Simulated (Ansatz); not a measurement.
The system is AlSn.

```
Sn Al
1.0
     4.19811    0.00000    0.00000
    -2.09905    3.63567    0.00000
     0.00000    0.00000    3.30685
Sn Al
1 1
Direct
  0.33333 0.66667 0.50000
  0.00000 0.00000 0.00000
```

The cell comes from a database or a generator and needn't be the stable form of this composition.

- Program: Ansatz 0.2.0
- Task: relaxation of cell and atoms
- Functional: PBEsol
- Dispersion: D3(BJ)
- Potentials or basis: Ansatz PAW
- Cutoff: 420 eV (not typed: the program's choice for these potentials)
- k mesh: 7 × 7 × 8
- Occupations: fermi-dirac, width 0.05 eV
- Spin: no spin polarisation

At the start: volume 25.24 Å³/atom.

How do energy, volume and symmetry change on relaxing?

It ends after 6 steps and the volume is 23.45 Å³/atom (-7.1 %); space group P-6m2 (No. 187, to 0.05 Å).

The path:
```csv
step,energy change (eV),largest force (eV/Å),volume (Å³)
1,0.0000,0.0000,50.47
2,-0.0376,0.0000,45.50
3,-0.0454,0.0000,47.06
4,-0.0457,0.0000,46.94
5,-0.0458,0.0000,46.90
6,-0.0452,0.0000,46.90
```

Final structure:
```
Sn Al
1.0
     4.07982    0.00000    0.00000
    -2.03991    3.53322    0.00000
     0.00000    0.00000    3.25334
Sn Al
1 1
Direct
  0.33333 0.66667 0.50000
  0.00000 0.00000 0.00000
```

Caveat: the plane-wave basis is chosen anew once the cell has moved, so the energies of steps on either side of that aren't comparable; pairwise dispersion overbinds metals, which lowers pressure and volume; the PAW data sets come from PBE, with cores solved anew for the run's functional, which leaves a small shift of forces and pressure.
